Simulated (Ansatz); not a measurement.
# CH6Sn (built from SMILES [CH3][SnH3]): search for a transition state

Wanted: the transition state of a 1,2-elimination (form H2–H4 and break Sn1–H2, C3–H4). The guess is relaxed with those distances held, a saddle search follows, and vibrations and two downhill relaxations check it.

The runs use Ansatz 0.2.0, Gaussian basis; PBE0-D4, def2-SVP first, then def2-TZVP.

31 further runs of the same task are left out: 31 set aside as unsound or not needed.

## Step 1: The system as given

The guess: 8 atoms, charge 0, spin multiplicity 1.

Atoms are counted from 1 here; the program's logs count them from 0.

Bond lengths: Sn1–C3 2.535 Å, Sn1–H5 1.823 Å, Sn1–H6 1.829 Å, H2–C3 1.116 Å, C3–H7 1.073 Å, C3–H8 1.073 Å. Angles: C3–Sn1–H5 85.5°, C3–Sn1–H6 85.1°, H5–Sn1–H6 86.8°, Sn1–C3–H2 62.4°, Sn1–C3–H7 113.7°, Sn1–C3–H8 113.0°, H2–C3–H7 119.2°, H2–C3–H8 119.6°, H7–C3–H8 116.5°.

As a file:

```xyz
8
CH6Sn
Sn   -0.6275    1.6254    0.4281
H    -0.1290   -0.5358    0.0680
C     0.8487   -0.2633   -0.3971
H     0.1823   -1.4522   -0.1511
H    -1.9665    0.7827   -0.4785
H    -1.0093    0.5070    1.8238
H     1.7507   -0.3846    0.1715
H     0.9506   -0.2791   -1.4647
```

Distances that are to change: H2–H4 0.99 Å, Sn1–H2 2.25 Å, C3–H4 1.38 Å.

## Step 2: Relaxing the guess with the reacting distances held

hold/in.yaml

```yaml
crystal:
  periodic: [false, false, false]
  atoms:
    - {symbol: Sn, position_ang: [-0.627500, 1.625400, 0.428100]}
    - {symbol: H, position_ang: [-0.129000, -0.535800, 0.068000]}
    - {symbol: C, position_ang: [0.848700, -0.263300, -0.397100]}
    - {symbol: H, position_ang: [0.182300, -1.452200, -0.151100]}
    - {symbol: H, position_ang: [-1.966500, 0.782700, -0.478500]}
    - {symbol: H, position_ang: [-1.009300, 0.507000, 1.823800]}
    - {symbol: H, position_ang: [1.750700, -0.384600, 0.171500]}
    - {symbol: H, position_ang: [0.950600, -0.279100, -1.464700]}
basis:
  gaussian: {orbitals: def2-SVP}
hamiltonian: {xc: pbe0, dispersion: d4}
relax: {f_tol: 0.08, max_steps: 120, escape_saddle: false, constraints: [{distance: [1, 3]}, {distance: [0, 1]}, {distance: [2, 3]}]}
```

The command line of these runs was not kept.

After this run come: Saddle search in the small basis; Saddle search in triple zeta; Checking the order of the point; Relaxing after a step of 0.30 Å one way along the mode; Relaxing after a step of 0.30 Å the other way along the mode.

**Question.** What will these runs give? Wanted: imaginary mode; barrier from the start side; barrier from the end side; energy of the step; pairs that change; zero-point energy at the saddle.

The runs gave:

| quantity | value |
| --- | --- |
| imaginary mode | 882i cm⁻¹ |
| barrier from the start side | 302.2 kJ/mol |
| barrier from the end side | 93.0 kJ/mol |
| energy of the step | +209.2 kJ/mol |
| pairs that change | Sn1–C3 formed, H2–H4 formed, H2–C3 broken, C3–H4 broken |
| zero-point energy at the saddle | 1.360 eV |

What this shows: One imaginary mode, 882i cm⁻¹, makes this a first-order saddle. The two relaxations don't end on the planned structures: the search found another step. At PBE0-D4/def2-TZVP the electronic barrier is 302.2 kJ/mol, about 122 kT at 298 K, and the step runs 209.2 kJ/mol uphill. The ends are the nearest minima, not always the lowest complexes.
